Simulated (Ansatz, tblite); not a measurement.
# In9Sb10 wurtzite ring sphere (In9Sb10H26+): charged states by level of theory

Aim: the energy of removing and adding an electron for In9Sb10 wurtzite ring sphere (In9Sb10H26+), by energy differences, and how well orbital energies stand in for it.

Program: Ansatz 0.2.0, Gaussian basis. Level of theory: as each input shows. These are calculated values, not measurements.

Plan: charge +2 doublet, at the geometry of the singlet (PBE0-D4/def2-SVP, PBE-D4/def2-SVP, revPBE-D4/def2-SVP); charge 0 doublet, at the geometry of the singlet (PBE0-D4/def2-SVP, PBE-D4/def2-SVP, revPBE-D4/def2-SVP); the starting singlet's energies come from earlier runs.

## (1) The structure

The geometry is that of the singlet, from an earlier relaxation (r2SCAN-D4/def2-SVP).

45 atoms, charge 1, spin multiplicity 1.

Atoms are counted from 1 here; the program's logs count them from 0.

Bond lengths: Sb1–In2 2.979 Å, Sb1–In5 2.832 Å, Sb1–H20 1.701 Å, Sb1–H21 1.701 Å, In2–Sb7 2.900 Å, In2–H22 1.713 Å, In2–H23 1.714 Å, Sb3–In4 2.935 Å, Sb3–In5 2.852 Å, Sb3–H24 1.704 Å, Sb3–H25 1.701 Å, In4–Sb9 2.935 Å, In4–H26 1.712 Å, In4–H27 1.710 Å, In5–Sb6 2.835 Å, In5–Sb14 2.808 Å, Sb6–In8 2.890 Å, Sb6–In10 2.835 Å and more. Angles: In2–Sb1–In5 120.7°, In2–Sb1–H20 114.6°, In2–Sb1–H21 114.6°, In5–Sb1–H20 103.9°, In5–Sb1–H21 103.5°, H20–Sb1–H21 96.2°, Sb1–In2–Sb7 91.8°, Sb1–In2–H22 102.3°, Sb1–In2–H23 102.2°, Sb7–In2–H22 108.3°, Sb7–In2–H23 108.1°, H22–In2–H23 135.0°, In4–Sb3–In5 132.7°, In4–Sb3–H24 107.1°, In4–Sb3–H25 109.8°, In5–Sb3–H24 103.3°, In5–Sb3–H25 102.1°, H24–Sb3–H25 95.8° and more.

In, Sb take a core potential in the def2 sets. No spin-orbit coupling is included. The ion is computed in the gas phase, without counter-ions or solvent.

## (2) Charge +2 doublet at the fixed geometry, PBE0-D4/def2-SVP

in.yaml

```yaml
crystal:
  periodic: [false, false, false]
  atoms:
    - {symbol: Sb, position_ang: [0.706034, -4.817874, -0.081753]}
    - {symbol: In, position_ang: [0.760084, -5.138912, 2.879582]}
    - {symbol: Sb, position_ang: [0.653930, -2.154766, -4.107706]}
    - {symbol: In, position_ang: [-0.883160, -0.510527, -5.991116]}
    - {symbol: In, position_ang: [0.765522, -2.242564, -1.259323]}
    - {symbol: Sb, position_ang: [-1.451588, -0.838434, -0.188000]}
    - {symbol: Sb, position_ang: [0.848008, -2.268397, 3.281202]}
    - {symbol: In, position_ang: [-1.581220, -0.912561, 2.698232]}
    - {symbol: Sb, position_ang: [-1.533691, 1.644305, -4.108284]}
    - {symbol: In, position_ang: [-1.557960, 1.783701, -1.260023]}
    - {symbol: Sb, position_ang: [-3.817951, 3.020050, -0.083517]}
    - {symbol: Sb, position_ang: [-1.539339, 1.869269, 3.280128]}
    - {symbol: In, position_ang: [-4.069182, 3.228214, 2.877868]}
    - {symbol: Sb, position_ang: [2.979575, -0.742778, -0.404373]}
    - {symbol: In, position_ang: [3.253529, -1.042291, 2.429799]}
    - {symbol: In, position_ang: [2.820640, 1.626183, -2.065156]}
    - {symbol: Sb, position_ang: [0.848765, 2.949204, -0.404654]}
    - {symbol: Sb, position_ang: [2.900844, 1.673543, 3.284442]}
    - {symbol: In, position_ang: [0.726365, 3.338339, 2.429128]}
    - {symbol: H, position_ang: [-0.598430, -5.589910, -0.853118]}
    - {symbol: H, position_ang: [1.930697, -5.660594, -0.907511]}
    - {symbol: H, position_ang: [-0.830490, -5.680109, 3.215953]}
    - {symbol: H, position_ang: [2.333739, -5.762762, 3.147116]}
    - {symbol: H, position_ang: [0.396537, -3.782528, -4.540028]}
    - {symbol: H, position_ang: [2.301259, -2.124319, -4.528825]}
    - {symbol: H, position_ang: [-2.362761, -1.362256, -6.123078]}
    - {symbol: H, position_ang: [0.278632, 0.158824, -7.052026]}
    - {symbol: H, position_ang: [-2.824912, -1.630357, -0.812911]}
    - {symbol: H, position_ang: [0.970834, -2.084348, 4.972221]}
    - {symbol: H, position_ang: [-3.001610, -1.731629, 3.235636]}
    - {symbol: H, position_ang: [-3.068004, 2.243313, -4.543522]}
    - {symbol: H, position_ang: [-0.675712, 3.051652, -4.526358]}
    - {symbol: H, position_ang: [-5.138375, 2.276061, -0.855265]}
    - {symbol: H, position_ang: [-3.935866, 4.501984, -0.909267]}
    - {symbol: H, position_ang: [-1.319626, 1.884273, 4.971275]}
    - {symbol: H, position_ang: [-5.332990, 2.121151, 3.214407]}
    - {symbol: H, position_ang: [-3.823337, 4.903179, 3.144769]}
    - {symbol: H, position_ang: [4.244631, -1.698218, -1.029448]}
    - {symbol: H, position_ang: [4.752787, -1.736515, 2.912600]}
    - {symbol: H, position_ang: [1.832291, 1.055941, -3.384793]}
    - {symbol: H, position_ang: [4.303380, 2.482618, -2.087688]}
    - {symbol: H, position_ang: [0.655045, 4.522491, -1.030156]}
    - {symbol: H, position_ang: [2.884120, 1.664013, 4.984564]}
    - {symbol: H, position_ang: [4.365972, 2.518881, 3.107275]}
    - {symbol: H, position_ang: [0.875382, 4.983960, 2.911201]}
basis:
  gaussian: {orbitals: def2-SVP, fitting: {mean_field: def2-universal-jkfit}}
total_charge: 2
magnetization: {spin_polarized: true, initial_magnetization: 1}
hamiltonian: {xc: pbe0, dispersion: d4}
scf: {omitted_lower_state_checks: [starts]}
output: {orbitals: {seedname: orbitals}}
```

Command:

```bash
ansatz run in.yaml --threads 4 --pin off --events-out ev --progress --plain --max-ram 41984MiB --backend cuda --devices 0, --max-vram 37GiB
```

What it wrote:

```text
Functional definition: PBE0
  name "PBE0"
  cite "Adamo & Barone, J. Chem. Phys. 110, 6158 (1999) doi:10.1063/1.478522"
  cite "Perdew, Burke & Ernzerhof, Phys. Rev. Lett. 77, 3865 (1996) doi:10.1103/PhysRevLett.77.3865"
  parent pbe
  parameter a = 0.25
  parameter kappa = 0.804
  parameter beta = 0.06672455060314922
  exchange = (1 - a)*pbe_x(kappa = kappa, mu = beta*pi^2/3) + a*exact_x
  correlation = pbe_c(beta = beta)
these checks for a lower state are left out or cut short: starts
4610 factors; integrals over basis functions are off by at most 3.5e-1 eV
mean field evaluation 1: about -112355.3958 eV, gradient 2.1e1 eV
mean field evaluation 2: about -112354.1372 eV, gradient 2.5e1 eV
mean field evaluation 4: about -112358.4804 eV, gradient 2.6e0 eV
mean field evaluation 8: about -112358.5495 eV, gradient 2.7e-1 eV
mean field evaluation 16: about -112358.5517 eV, gradient 6.6e-3 eV
mean field -112358.55174660 eV, -4129.1006173260 hartree, gradient 1.2e-5 eV, S^2 0.755378; 0 other end points of the search recorded, 0 dependent functions left out
reference -112358.55185502 eV, -4129.1006213101 hartree; 222, 221 occupied and 402, 403 virtual orbitals, 4610 factors
Total energy: -112361.65120711 eV, -4129.2145203987 hartree
Checks for a lower state left out: starts
```

It took 13 s on 1 × H100 (card shared with other runs) with 4 threads of AMD EPYC 7R13, shared host; peak host memory 1.4 GiB.

HOMO -11.50 eV, LUMO -10.65 eV (over both spins); ⟨S²⟩ 0.755 (pure: 0.75).

## (3) Charge +2 doublet at the fixed geometry, PBE-D4/def2-SVP

start.molden holds the orbitals of an earlier run on this state, given as this run's starting guess.

in.yaml, as its differences from that of step 2:

```diff
@@ -49,6 +49,6 @@
 basis:
-  gaussian: {orbitals: def2-SVP, fitting: {mean_field: def2-universal-jkfit}}
+  gaussian: {orbitals: def2-SVP, fitting: {mean_field: def2-universal-jkfit}, initial_orbitals: start.molden}
 total_charge: 2
 magnetization: {spin_polarized: true, initial_magnetization: 1}
-hamiltonian: {xc: pbe0, dispersion: d4}
+hamiltonian: {xc: pbe, dispersion: d4}
 scf: {omitted_lower_state_checks: [starts]}
```

Launched as before.

What it wrote:

```text
Functional definition: PBE
  name "PBE"
  cite "Perdew, Burke & Ernzerhof, Phys. Rev. Lett. 77, 3865 (1996) doi:10.1103/PhysRevLett.77.3865"
  parent pbe
  parameter kappa = 0.804
  parameter beta = 0.06672455060314922
  exchange = pbe_x(kappa = kappa, mu = beta*pi^2/3)
  correlation = pbe_c(beta = beta)
these checks for a lower state are left out or cut short: starts
4610 factors; integrals over basis functions are off by at most 3.5e-1 eV
mean field evaluation 1: about -112353.5321 eV, gradient 9.1e0 eV
mean field evaluation 2: about -112354.1799 eV, gradient 5.6e-1 eV
mean field evaluation 4: about -112354.2006 eV, gradient 4.7e-2 eV
mean field evaluation 8: about -112354.2007 eV, gradient 1.8e-5 eV
mean field -112354.20073845 eV, -4128.9407207255 hartree, gradient 5.7e-6 eV, S^2 0.751038; 0 other end points of the search recorded, 0 dependent functions left out
reference -112354.20088439 eV, -4128.9407260889 hartree; 222, 221 occupied and 402, 403 virtual orbitals, 4610 factors
Total energy: -112357.53641426 eV, -4129.0633045507 hartree
Checks for a lower state left out: starts
```

Wall time 7.5 s (1 × H100 (card shared with other runs) with 4 threads of AMD EPYC 7R13, shared host); peak host memory 1.4 GiB.

HOMO -10.69 eV, LUMO -10.62 eV (over both spins); ⟨S²⟩ 0.751 (pure: 0.75).

## (4) Charge +2 doublet at the fixed geometry, revPBE-D4/def2-SVP

in.yaml, as its differences from that of step 3:

```diff
@@ -52,3 +52,3 @@
 magnetization: {spin_polarized: true, initial_magnetization: 1}
-hamiltonian: {xc: pbe, dispersion: d4}
+hamiltonian: {xc: {name: revPBE}, dispersion: d4}
 scf: {omitted_lower_state_checks: [starts]}
```

Launched as before.

What it wrote, cut to the lines that bear on the results:

```text
Functional definition: revPBE
  name "revPBE"
  cite "Zhang & Yang, Phys. Rev. Lett. 80, 890 (1998) doi:10.1103/PhysRevLett.80.890"
  cite "Perdew, Burke & Ernzerhof, Phys. Rev. Lett. 77, 3865 (1996) doi:10.1103/PhysRevLett.77.3865"
[...]
4610 factors; integrals over basis functions are off by at most 3.5e-1 eV
[...]
mean field -112380.11988488 eV, -4129.8932317880 hartree, gradient 7.9e-6 eV, S^2 0.751196; 0 other end points of the search recorded, 0 dependent functions left out
reference -112380.12006606 eV, -4129.8932384463 hartree; 222, 221 occupied and 402, 403 virtual orbitals, 4610 factors
Total energy: -112385.77458485 eV, -4130.1010381791 hartree
Checks for a lower state left out: starts
```

Run time: 9 s. Hardware: 1 × H100 (card shared with other runs) with 4 threads of AMD EPYC 7R13, shared host; peak host memory 1.4 GiB.

HOMO -10.64 eV, LUMO -10.57 eV (over both spins); ⟨S²⟩ 0.751 (pure: 0.75).

## (5) Vertical ionisation energy

Charged state less starting state, singlet to doublet; the starting state's energies are those of its earlier runs.

| level | vertical ionisation energy (eV) | time |
| --- | --- | --- |
| PBE-D4/def2-SVP | +9.37 | 14 s |
| revPBE-D4/def2-SVP | +9.38 | 15 s |
| PBE0-D4/def2-SVP | +9.80 | 18 s |

Times add the two runs; a level without a time comes out of a correlated run.

Beside −ε(HOMO) of the starting state:

| level | −ε(HOMO) (eV) | by difference (eV) | mismatch (eV) |
| --- | --- | --- | --- |
| PBE-D4/def2-SVP | 7.99 | 9.37 | -1.38 |
| revPBE-D4/def2-SVP | 7.94 | 9.38 | -1.44 |
| PBE0-D4/def2-SVP | 8.83 | 9.80 | -0.96 |

## (6) Charge 0 doublet at the fixed geometry, PBE0-D4/def2-SVP

in.yaml, as its differences from that of step 4:

```diff
@@ -49,6 +49,5 @@
 basis:
-  gaussian: {orbitals: def2-SVP, fitting: {mean_field: def2-universal-jkfit}, initial_orbitals: start.molden}
-total_charge: 2
+  gaussian: {orbitals: def2-SVP, fitting: {mean_field: def2-universal-jkfit}}
 magnetization: {spin_polarized: true, initial_magnetization: 1}
-hamiltonian: {xc: {name: revPBE}, dispersion: d4}
+hamiltonian: {xc: pbe0, dispersion: d4}
 scf: {omitted_lower_state_checks: [starts]}
```

Launched as before.

What it wrote, cut to the lines that bear on the results:

```text
Functional definition: PBE0
  name "PBE0"
  cite "Adamo & Barone, J. Chem. Phys. 110, 6158 (1999) doi:10.1063/1.478522"
  cite "Perdew, Burke & Ernzerhof, Phys. Rev. Lett. 77, 3865 (1996) doi:10.1103/PhysRevLett.77.3865"
  parent pbe
[...]
4610 factors; integrals over basis functions are off by at most 3.5e-1 eV
[...]
mean field -112372.11695754 eV, -4129.5991296332 hartree, gradient 8.2e-6 eV, S^2 0.752943; 0 other end points of the search recorded, 0 dependent functions left out
reference -112372.11706856 eV, -4129.5991337131 hartree; 223, 222 occupied and 401, 402 virtual orbitals, 4610 factors
Total energy: -112375.32585994 eV, -4129.7170546213 hartree
Checks for a lower state left out: starts
```

Wall time 16 s (1 × H100 (card shared with other runs) with 4 threads of AMD EPYC 7R13, shared host); peak host memory 1.4 GiB.

HOMO -2.97 eV, LUMO -2.28 eV (over both spins); ⟨S²⟩ 0.753 (pure: 0.75).

## (7) Charge 0 doublet at the fixed geometry, PBE-D4/def2-SVP

in.yaml, as its differences from that of step 6:

```diff
@@ -49,5 +49,5 @@
 basis:
-  gaussian: {orbitals: def2-SVP, fitting: {mean_field: def2-universal-jkfit}}
+  gaussian: {orbitals: def2-SVP, fitting: {mean_field: def2-universal-jkfit}, initial_orbitals: start.molden}
 magnetization: {spin_polarized: true, initial_magnetization: 1}
-hamiltonian: {xc: pbe0, dispersion: d4}
+hamiltonian: {xc: pbe, dispersion: d4}
 scf: {omitted_lower_state_checks: [starts]}
```

Same command.

What it wrote:

```text
Functional definition: PBE
  name "PBE"
  cite "Perdew, Burke & Ernzerhof, Phys. Rev. Lett. 77, 3865 (1996) doi:10.1103/PhysRevLett.77.3865"
  parent pbe
  parameter kappa = 0.804
  parameter beta = 0.06672455060314922
  exchange = pbe_x(kappa = kappa, mu = beta*pi^2/3)
  correlation = pbe_c(beta = beta)
these checks for a lower state are left out or cut short: starts
4610 factors; integrals over basis functions are off by at most 3.5e-1 eV
mean field evaluation 1: about -112366.8936 eV, gradient 9.1e0 eV
mean field evaluation 2: about -112367.5348 eV, gradient 5.3e-1 eV
mean field evaluation 4: about -112367.5518 eV, gradient 1.9e-2 eV
mean field evaluation 8: about -112367.5518 eV, gradient 1.4e-5 eV
mean field -112367.55183075 eV, -4129.4313643177 hartree, gradient 1.4e-5 eV, S^2 0.750631; 0 other end points of the search recorded, 0 dependent functions left out
reference -112367.55197962 eV, -4129.4313697886 hartree; 223, 222 occupied and 401, 402 virtual orbitals, 4610 factors
Total energy: -112371.00688343 eV, -4129.5583351618 hartree
Checks for a lower state left out: starts
```

It took 6.5 s on 1 × H100 (card shared with other runs) with 4 threads of AMD EPYC 7R13, shared host; peak host memory 1.3 GiB.

HOMO -2.80 eV, LUMO -2.76 eV (over both spins); ⟨S²⟩ 0.751 (pure: 0.75).

## (8) Charge 0 doublet at the fixed geometry, revPBE-D4/def2-SVP

in.yaml, as its differences from that of step 7:

```diff
@@ -51,3 +51,3 @@
 magnetization: {spin_polarized: true, initial_magnetization: 1}
-hamiltonian: {xc: pbe, dispersion: d4}
+hamiltonian: {xc: {name: revPBE}, dispersion: d4}
 scf: {omitted_lower_state_checks: [starts]}
```

Launched as before.

What it wrote, cut to the lines that bear on the results:

```text
Functional definition: revPBE
  name "revPBE"
  cite "Zhang & Yang, Phys. Rev. Lett. 80, 890 (1998) doi:10.1103/PhysRevLett.80.890"
  cite "Perdew, Burke & Ernzerhof, Phys. Rev. Lett. 77, 3865 (1996) doi:10.1103/PhysRevLett.77.3865"
[...]
4610 factors; integrals over basis functions are off by at most 3.5e-1 eV
[...]
mean field -112393.33557327 eV, -4130.3788993786 hartree, gradient 3.8e-6 eV, S^2 0.750794; 0 other end points of the search recorded, 0 dependent functions left out
reference -112393.33575824 eV, -4130.3789061760 hartree; 223, 222 occupied and 401, 402 virtual orbitals, 4610 factors
Total energy: -112399.24112472 eV, -4130.5959243913 hartree
Checks for a lower state left out: starts
```

Wall time 7.5 s (1 × H100 (card shared with other runs) with 4 threads of AMD EPYC 7R13, shared host); peak host memory 1.4 GiB.

Report: HOMO -2.71 eV, LUMO -2.66 eV (over both spins); ⟨S²⟩ 0.751 (pure: 0.75).

## (9) Vertical electron affinity

Starting state less charged state (positive: the electron is bound), singlet to doublet; the starting state's energies are those of its earlier runs.

| level | vertical electron affinity (eV) | time |
| --- | --- | --- |
| PBE-D4/def2-SVP | +4.10 | 13 s |
| revPBE-D4/def2-SVP | +4.08 | 14 s |
| PBE0-D4/def2-SVP | +3.88 | 22 s |

Times add the two runs; a level without a time comes out of a correlated run.

Beside −ε(LUMO) of the starting state:

| level | −ε(LUMO) (eV) | by difference (eV) | mismatch (eV) |
| --- | --- | --- | --- |
| PBE-D4/def2-SVP | 5.30 | 4.10 | +1.19 |
| revPBE-D4/def2-SVP | 5.21 | 4.08 | +1.12 |
| PBE0-D4/def2-SVP | 4.68 | 3.88 | +0.80 |

## (10) Results

```
                                           quantity                               value
vertical ionisation energy, functionals in def2-SVP  9.37 (PBE-D4) to 9.80 eV (PBE0-D4)
vertical electron affinity, functionals in def2-SVP  3.88 (PBE0-D4) to 4.10 eV (PBE-D4)
```

In words: The vertical ionisation energy spans 9.37 to 9.80 eV over the functionals. −ε(HOMO) misses the level's own difference by -0.96 eV at best (PBE0-D4) and -1.44 eV at worst (revPBE-D4). The vertical electron affinity spans 3.88 to 4.10 eV over the functionals. −ε(LUMO) misses the level's own difference by +0.80 eV at best (PBE0-D4) and +1.19 eV at worst (PBE-D4).
